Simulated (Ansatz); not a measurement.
Crystal: Sr2SO.

```
Sr S O
1.0
     4.04324    0.00000    0.00000
     0.00000    4.04324    0.00000
     0.00000    0.00000    5.71800
Sr S O
2 1 1
Direct
  0.50000 0.50000 0.50000
  0.00000 0.00000 0.00000
  0.00000 0.00000 0.50000
  0.50000 0.50000 0.00000
```

The cell comes from a database or a generator and needn't be the stable form of this composition.

Base run:

```yaml
Program: Ansatz 0.2.0
Functional: PBEsol
Potentials_or_basis: Ansatz PAW
Cutoff: "420 eV (not typed: the program's choice for these potentials)"
k_mesh: 5 × 5 × 4
Occupations: fermi-dirac, width 0.05 eV
Spin: no spin polarisation
```

Its results: band gap on the k mesh 2.14 eV, direct; pressure -2.7 GPa.

After a change of settings the same cell gave: band gap on the k mesh 2.14 eV, direct; pressure -4.8 GPa. Which change was it?
A. functional from PBEsol to PBE
B. functional from PBEsol to RPBE
C. functional from PBEsol to LDA
D. spin from no spin polarisation to spin-orbit coupling, no magnetisation; potential files from those of the base run to others of the same set

C.

LDA binds more tightly than PBEsol, so the same cell stands under less pressure.

Caveats: the PAW data sets come from PBE, with cores solved anew for the run's functional, which leaves a small shift of forces and pressure.
